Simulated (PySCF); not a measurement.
# C5H8GeOS: the cost of one run

Programs: PySCF 2.14.0, with routines of our own; each step states its level. All values are computed. Atoms count from 0.

## 1. The starting structure

16 atoms, charge 0, multiplicity 1; geometry from: GFN2-xTB.

## 2. Magnetic properties: GIAO HF/pcSseg-1

The job: settings as JSON, then the geometry in Å.

```
{"job": {"kind": "mag", "xc": "HF", "basis": "pcSseg-1", "isotopologues": 2}, "charge": 0, "multiplicity": 1}
C     -2.739251     0.724073     0.270876
O     -2.272406    -0.603326     0.239111
C     -0.929799    -0.786489     0.107576
C     -0.400217    -2.046090     0.089541
S      1.303095    -2.021239    -0.087793
C      1.328002    -0.295611    -0.140704
Ge     3.003663     0.644957    -0.322480
C      0.067418     0.213029    -0.024366
H     -2.514291     1.252615    -0.661526
H     -3.818998     0.652912     0.392219
H     -2.316230     1.278503     1.115202
H     -0.927934    -2.974034     0.165751
H      3.914277    -0.114821    -1.223032
H      3.676949     0.813272     1.000355
H      2.742154     1.998917    -0.893713
H     -0.124031     1.272275    -0.038429
```

With the program's defaults for keys left out, this is: GIAO HF/pcSseg-1 magnetisability, rotational g tensor and spin-rotation constants, non-relativistic, gas phase.

Launch:

```
OMP_NUM_THREADS=1 python excited_run.py task.json out
```

This one command runs all jobs of the session in turn.

Q: Estimate the wall time and peak memory of this first job on 1 thread of Arm Neoverse V1, shared host.

About 34 s, with a peak of 1 GiB.
